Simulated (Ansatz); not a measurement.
**C2H9AlSi (SMILES C[SiH](C)[AlH2]): CCSD/cc-pVDZ**

What is the vertical ionisation energy of C2H9AlSi at CCSD/cc-pVDZ? 

The calculation is run with Ansatz 0.2.0.

45 further runs of the same task are left out: 45 set aside as unsound or not needed. Runs told in other sessions of the task aren't counted.

## 1. The structure to begin with

The species is C2H9AlSi (13 atoms), meant as a singlet with charge 0. SMILES: `C[SiH](C)[AlH2]`. The shape is that of a PBE0-D4/def2-TZVP optimisation.

Bond lengths: C1–Si2 1.884 Å, Si2–C3 1.884 Å, Si2–Al4 2.463 Å, C1–H5 1.092 Å, C1–H6 1.093 Å, C1–H7 1.093 Å, Si2–H8 1.501 Å, C3–H9 1.093 Å, C3–H10 1.093 Å, C3–H11 1.092 Å, Al4–H12 1.594 Å, Al4–H13 1.594 Å. Some angles: C1–Si2–C3 110.0°, C1–Si2–Al4 112.9°, C3–Si2–Al4 112.9°, C1–Si2–H8 107.4°, C3–Si2–H8 107.4°, Al4–Si2–H8 105.9°, Si2–C1–H5 111.2°, Si2–C1–H6 111.1°, Si2–C1–H7 110.7°, Si2–C3–H9 110.7°.

## 2. The energy at CCSD/cc-pVDZ

input.yaml

```yaml
crystal:
  periodic: [false, false, false]
  atoms:
    - symbol: C
      position_ang: [-0.866600, 1.411600, -0.714500]
    - symbol: Si
      position_ang: [-0.138800, -0.288000, -0.351000]
    - symbol: C
      position_ang: [1.742200, -0.215000, -0.436200]
    - symbol: Al
      position_ang: [-0.964000, -1.250200, 1.760500]
    - symbol: H
      position_ang: [-1.958500, 1.381800, -0.711700]
    - symbol: H
      position_ang: [-0.550700, 2.142800, 0.033900]
    - symbol: H
      position_ang: [-0.539400, 1.770100, -1.694100]
    - symbol: H
      position_ang: [-0.602000, -1.216600, -1.435400]
    - symbol: H
      position_ang: [2.070400, 0.143000, -1.415700]
    - symbol: H
      position_ang: [2.144200, 0.462300, 0.321500]
    - symbol: H
      position_ang: [2.182900, -1.200600, -0.270400]
    - symbol: H
      position_ang: [-0.100900, -2.306700, 2.585400]
    - symbol: H
      position_ang: [-2.398600, -0.869500, 2.342400]
basis:
  gaussian:
    orbitals: cc-pVDZ
correlation:
  method: ccsd
  frozen_orbitals: {Al: 5, C: 1, H: 0, Si: 5}
accuracy: high
scf:
  omitted_lower_state_checks: [cluster_reference, increment]
```

The run is started by

```sh
ansatz run input.yaml --threads 1 --pin off --max-ram 2610MiB --events-out events.jsonl --progress --plain --runs-dir runs
```

The log of the run:

```text
Warning: RAYON_NUM_THREADS=1 ignored (pool sized by the plan → 1); use --threads N
Functional definition: HF
  name "HF"
  exchange = exact_x
  correlation = 0
these checks for a lower state are left out or cut short: cluster_reference, increment
2636 factors; integrals over basis functions are off by at most 3.8e-9 eV
mean field evaluation 1: about -16645.7811 eV, gradient 2.9e1 eV
mean field evaluation 2: about -16645.8532 eV, gradient 2.9e1 eV
mean field evaluation 4: about -16648.4837 eV, gradient 2.8e0 eV
mean field evaluation 8: about -16648.5193 eV, gradient 3.9e-4 eV
mean field -16648.51926106 eV, -611.8217980724 hartree, gradient 2.9e-8 eV, S^2 0.000000; 0 other end points of the search recorded, 0 dependent functions left out
12 core orbitals not correlated: weight in the atoms' cores, before any rotation towards them, 1.000 or more for the frozen orbitals, at most 0.000 for the correlated occupied ones
reference -16648.51926106 eV, -611.8217980724 hartree; 12, 12 occupied and 85, 85 virtual orbitals, 2636 factors
second order -12.56470407 eV of doubles, -0.00000000 eV of singles
cycle   1  -13.91789058 eV  change    -1.4e0 eV  update   8.7e-2
cycle   2  -14.41227452 eV  change   -4.9e-1 eV  update   2.8e-2
cycle   3  -14.45036779 eV  change   -3.8e-2 eV  update   8.1e-3
cycle   4  -14.44888121 eV  change    1.5e-3 eV  update   2.8e-3
cycle   5  -14.44845484 eV  change    4.3e-4 eV  update   8.9e-4
cycle   6  -14.44829502 eV  change    1.6e-4 eV  update   3.0e-4
cycle   7  -14.44823764 eV  change    5.7e-5 eV  update   1.0e-4
cycle   8  -14.44823927 eV  change   -1.6e-6 eV  update   3.7e-5
cycle   9  -14.44823671 eV  change    2.6e-6 eV  update   1.2e-5
cycle  10  -14.44823237 eV  change    4.3e-6 eV  update   4.4e-6
cycle  11  -14.44823369 eV  change   -1.3e-6 eV  update   1.7e-6
cycle  12  -14.44823440 eV  change   -7.1e-7 eV  update   7.3e-7
cycle  13  -14.44823524 eV  change   -8.4e-7 eV  update   3.3e-7
cycle  14  -14.44823540 eV  change   -1.6e-7 eV  update   1.5e-7
cycle  15  -14.44823532 eV  change    7.9e-8 eV  update   7.0e-8
cycle  16  -14.44823529 eV  change    3.5e-8 eV  update   3.9e-8
cycle  17  -14.44823529 eV  change    2.1e-9 eV  update   2.6e-8
cycle  18  -14.44823608 eV  change   -7.9e-7 eV  update   1.5e-7
cycle  19  -14.44823619 eV  change   -1.1e-7 eV  update   4.1e-8
cycle  20  -14.44823621 eV  change   -2.0e-8 eV  update   1.3e-8
cycle  21  -14.44823620 eV  change    1.3e-9 eV  update   4.5e-9
cycle  22  -14.44823620 eV  change    1.6e-9 eV  update   1.4e-9
Total energy: -16662.96749727 eV, -612.3527609595 hartree
Checks for a lower state left out: cluster_reference, increment
```

Wall time 30 s (1 thread of Intel Xeon Platinum 8259CL at 2.50GHz (Skylake/Cascade Lake), shared host); peak memory 0.89 GiB.

## 3. The doublet cation, same level

job.yaml

```yaml
crystal:
  periodic: [false, false, false]
  atoms:
    - {symbol: C, position_ang: [-0.866600, 1.411600, -0.714500]}
    - {symbol: Si, position_ang: [-0.138800, -0.288000, -0.351000]}
    - {symbol: C, position_ang: [1.742200, -0.215000, -0.436200]}
    - {symbol: Al, position_ang: [-0.964000, -1.250200, 1.760500]}
    - {symbol: H, position_ang: [-1.958500, 1.381800, -0.711700]}
    - {symbol: H, position_ang: [-0.550700, 2.142800, 0.033900]}
    - {symbol: H, position_ang: [-0.539400, 1.770100, -1.694100]}
    - {symbol: H, position_ang: [-0.602000, -1.216600, -1.435400]}
    - {symbol: H, position_ang: [2.070400, 0.143000, -1.415700]}
    - {symbol: H, position_ang: [2.144200, 0.462300, 0.321500]}
    - {symbol: H, position_ang: [2.182900, -1.200600, -0.270400]}
    - {symbol: H, position_ang: [-0.100900, -2.306700, 2.585400]}
    - {symbol: H, position_ang: [-2.398600, -0.869500, 2.342400]}
basis:
  gaussian:
    orbitals: cc-pVDZ
total_charge: 1
magnetization:
  spin_polarized: true
  initial_magnetization: 1
correlation:
  method: ccsd
  frozen_orbitals: {Al: 5, C: 1, H: 0, Si: 5}
accuracy: high
scf:
  omitted_lower_state_checks: [cluster_reference, increment]
```

The run is started by

```sh
ansatz run job.yaml --threads 1 --pin off --max-ram 2610MiB --events-out events.jsonl --progress --plain --runs-dir runs
```

The log of the run:

```text
Warning: RAYON_NUM_THREADS=1 ignored (pool sized by the plan → 1); use --threads N
Functional definition: HF
  name "HF"
  exchange = exact_x
  correlation = 0
these checks for a lower state are left out or cut short: cluster_reference, increment
2636 factors; integrals over basis functions are off by at most 3.8e-9 eV
mean field evaluation 1: about -16635.0935 eV, gradient 2.9e1 eV
mean field evaluation 2: about -16635.1746 eV, gradient 2.8e1 eV
mean field evaluation 4: about -16640.0493 eV, gradient 2.5e0 eV
mean field evaluation 8: about -16640.1496 eV, gradient 4.4e-3 eV
mean field evaluation 16: about -16638.2385 eV, gradient 2.1e0 eV
mean field -16640.14960886 eV, -611.5142190272 hartree, gradient 7.3e-8 eV, S^2 0.761039; 2 other end points of the search recorded, 0 dependent functions left out
12 core orbitals not correlated: weight in the atoms' cores, before any rotation towards them, 1.000 or more for the frozen orbitals, at most 0.000 for the correlated occupied ones
reference -16640.14960886 eV, -611.5142190272 hartree; 12, 11 occupied and 85, 86 virtual orbitals, 2636 factors
second order -12.02683486 eV of doubles, -0.00000000 eV of singles
cycle   1  -13.33152542 eV  change    -1.3e0 eV  update   9.2e-2
cycle   2  -13.84525454 eV  change   -5.1e-1 eV  update   3.3e-2
cycle   3  -13.90489729 eV  change   -6.0e-2 eV  update   1.3e-2
cycle   4  -13.90057669 eV  change    4.3e-3 eV  update   5.4e-3
cycle   5  -13.89942893 eV  change    1.1e-3 eV  update   2.3e-3
cycle   6  -13.89940991 eV  change    1.9e-5 eV  update   9.9e-4
cycle   7  -13.89950088 eV  change   -9.1e-5 eV  update   4.0e-4
cycle   8  -13.89964798 eV  change   -1.5e-4 eV  update   1.8e-4
cycle   9  -13.89966173 eV  change   -1.4e-5 eV  update   8.7e-5
cycle  10  -13.89964341 eV  change    1.8e-5 eV  update   5.0e-5
cycle  11  -13.89965286 eV  change   -9.4e-6 eV  update   3.1e-5
cycle  12  -13.89964496 eV  change    7.9e-6 eV  update   1.8e-5
cycle  13  -13.89965289 eV  change   -7.9e-6 eV  update   9.3e-6
cycle  14  -13.89965239 eV  change    5.0e-7 eV  update   4.5e-6
cycle  15  -13.89964919 eV  change    3.2e-6 eV  update   1.9e-6
cycle  16  -13.89964821 eV  change    9.9e-7 eV  update   8.1e-7
cycle  17  -13.89964813 eV  change    8.0e-8 eV  update   2.9e-7
cycle  18  -13.89964824 eV  change   -1.1e-7 eV  update   1.4e-7
cycle  19  -13.89964830 eV  change   -5.5e-8 eV  update   6.2e-8
cycle  20  -13.89964832 eV  change   -2.1e-8 eV  update   3.5e-8
cycle  21  -13.89964891 eV  change   -5.9e-7 eV  update   1.2e-7
cycle  22  -13.89964899 eV  change   -8.7e-8 eV  update   3.2e-8
cycle  23  -13.89964902 eV  change   -2.8e-8 eV  update   1.1e-8
cycle  24  -13.89964902 eV  change   -4.4e-9 eV  update   4.8e-9
cycle  25  -13.89964902 eV  change  -1.9e-10 eV  update   2.2e-9
Total energy: -16654.04925789 eV, -612.0250217073 hartree
Checks for a lower state left out: cluster_reference, increment
```

Wall time 84 s (1 thread of Intel Xeon Platinum 8259CL at 2.50GHz (Skylake/Cascade Lake), shared host); peak memory 1.8 GiB.

## 4. Results

At CCSD/cc-pVDZ, 12 core orbitals frozen:

| quantity | value |
| --- | --- |
| singlet C2H9AlSi: total energy | -612.35276 Eh |
| singlet C2H9AlSi: correlation energy (12 core orbitals frozen) | -531.0 mEh |
| singlet C2H9AlSi: T1 diagnostic | 0.010 |
| doublet cation: total energy | -612.02502 Eh |
| doublet cation: correlation energy (12 core orbitals frozen) | -510.8 mEh |
| doublet cation: ⟨S²⟩ of the reference determinant | 0.761 |
| doublet cation: T1 diagnostic | 0.014 |
| vertical ionisation energy (to the doublet cation) | 8.918 eV |

Removing an electron at fixed nuclei costs 8.92 eV (860 kJ/mol).
